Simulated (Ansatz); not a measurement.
# YbMg2Ge2: the cost of one run

Computed with Ansatz 0.2.0 (reference: DFT PBEsol, plane waves, PAW, scalar-relativistic, no spin polarisation, unless a step's input says otherwise).

**1. The system as given**

Symmetry: I4/mmm, No. 139, tetragonal system. Conventional cell: a = 4.134 Å, b = 4.134 Å, c = 10.244 Å, α = 90.00°, β = 90.00°, γ = 90.00°. Around Ge (site symmetry 4mm) lie 4 Mg at 2.43 Å and 1 Ge at 2.56 Å. Yb (site symmetry 4/mmm) has 8 Ge at 3.19 Å and 8 Mg at 3.29 Å as nearest neighbours. Around Mg (site symmetry -4m2) lie 4 Ge at 2.43 Å.

Coordinates:

```cif
data_structure
_symmetry_space_group_name_H-M 'P 1'
_symmetry_Int_Tables_number 1
_cell_length_a 4.1343
_cell_length_b 4.1343
_cell_length_c 5.8976
_cell_angle_alpha 69.482
_cell_angle_beta 69.482
_cell_angle_gamma 90.000
_cell_volume 87.55
loop_
_atom_site_label
_atom_site_type_symbol
_atom_site_fract_x
_atom_site_fract_y
_atom_site_fract_z
_atom_site_occupancy
Ge1 Ge 0.37500 0.37500 0.25000 1
Ge2 Ge 0.62500 0.62500 0.75000 1
Yb1 Yb 0.00000 0.00000 0.00000 1
Mg1 Mg 0.75000 0.25000 0.50000 1
Mg2 Mg 0.25000 0.75000 0.50000 1
```

**2. The reference run**

The input, input.yaml:

```yaml
crystal:
  lattice:
    - [0.0, 4.134305, 0.0]
    - [4.134305, 0.0, 0.0]
    - [2.067153, 2.067153, -5.12208]
  atoms:
    - { symbol: Ge, position: [0.375, 0.375, 0.25] }
    - { symbol: Ge, position: [0.625, 0.625, 0.75] }
    - { symbol: Yb, position: [0.0, 0.0, 0.0] }
    - { symbol: Mg, position: [0.75, 0.25, 0.5] }
    - { symbol: Mg, position: [0.25, 0.75, 0.5] }
  symmetry: { tolerance: 0.0003 }
kpoints:
  mp_grid: { grid: [5, 5, 5], shift: [0, 0, 0] }
magnetization:
  spin_polarized: false
scf:
  occupations: { method: fermi_dirac, width: 0.0544 }
hamiltonian:
  pseudopotentials: { kind: paw }
  xc: pbesol
basis:
  ecutwfc: 420
output:
  forces: true
  stress: true
  eigenvalues: true
```

The run is started by

```bash
ansatz run input.yaml --threads 1 --pin off --max-ram 2560MiB --backend cpu --events-out ev --progress --plain --runs-dir out
```

**Question.** How long does this run take on 1 thread of Arm Neoverse V1, shared host, and how much memory does it need?

About 5.9 s, with a peak of 0.38 GiB.
